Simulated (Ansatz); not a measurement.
**ClH₂MoNO₂: small, medium and large basis sets**

An exercise on one series of results from a longer session: the logs are not shown, and one member is left open.

The runs use Ansatz 0.2.0, Gaussian basis; one geometry, several basis sets.

The runs, in order: PBE0-D4/def2-SVP; ωB97M-V/def2-SVP; PBE0-D4/def2-QZVPP; ωB97M-V/def2-QZVPP; the functionals' def2-TZVPP values are taken from earlier runs.

**Structure used throughout**

The geometry comes from an earlier relaxation with PBE0-D4 in a triple-zeta def2 set; it is a stationary point, not always the lowest conformer. Mo takes the def2 core potential; no spin-orbit term is included.

SMILES `[NH2][Mo](=[O])(=[O])[Cl]`, 7 atoms, charge 0, spin multiplicity 1.

Atoms are counted from 1 here; the program's logs count them from 0.

Bond lengths: N1–Mo2 1.913 Å, N1–H6 1.010 Å, N1–H7 1.010 Å, Mo2–O3 1.674 Å, Mo2–O4 1.674 Å, Mo2–Cl5 2.266 Å. Angles: Mo2–N1–H6 123.4°, Mo2–N1–H7 123.4°, H6–N1–H7 111.9°, N1–Mo2–O3 108.4°, N1–Mo2–O4 108.4°, N1–Mo2–Cl5 110.0°, O3–Mo2–O4 110.6°, O3–Mo2–Cl5 109.6°, O4–Mo2–Cl5 109.6°.

Set-up of the first run:

in.yaml

```yaml
crystal:
  periodic: [false, false, false]
  atoms:
    - {symbol: N, position_ang: [-0.673353, 0.700048, 0.674959]}
    - {symbol: Mo, position_ang: [0.430363, -0.478037, -0.351293]}
    - {symbol: O, position_ang: [1.968268, -0.471816, 0.309274]}
    - {symbol: O, position_ang: [-0.232547, -2.013631, -0.287773]}
    - {symbol: Cl, position_ang: [0.523198, 0.223083, -2.504012]}
    - {symbol: H, position_ang: [-0.308361, 1.454775, 1.238211]}
    - {symbol: H, position_ang: [-1.646368, 0.517580, 0.875034]}
basis:
  gaussian: {orbitals: def2-SVP}
hamiltonian: {xc: pbe0, dispersion: d4}
output: {orbitals: {seedname: orbitals}}
```

On the command line:

```console
$ ansatz run in.yaml --threads 4 --pin off --events-out ev --progress --plain --max-ram 10444MiB
```

Among the steps run: PBE0-D4 in def2-SVP; ωB97M-V in def2-SVP; PBE0-D4 in def2-QZVPP; ωB97M-V in def2-QZVPP.

One table of the session follows, with a row left open; its other results are not shown here.

It belongs to the step «Functionals by basis». 

```
functional       basis  HOMO (eV)  LUMO (eV)
   PBE0-D4    def2-SVP      -8.79      -2.50
   PBE0-D4  def2-TZVPP      -8.85      -2.57
   PBE0-D4  def2-QZVPP      -8.87      -2.60
   ωB97M-V    def2-SVP     -10.99      -0.39
   ωB97M-V  def2-TZVPP          ?          ?
   ωB97M-V  def2-QZVPP     -11.11      -0.55
```

Q: Estimate the row for ωB97M-V, def2-TZVPP from the others.

As computed: HOMO (eV): -11.08; LUMO (eV): -0.50. In the column «HOMO (eV)» it lies between ωB97M-V, def2-QZVPP (-11.11) and ωB97M-V, def2-SVP (-10.99).
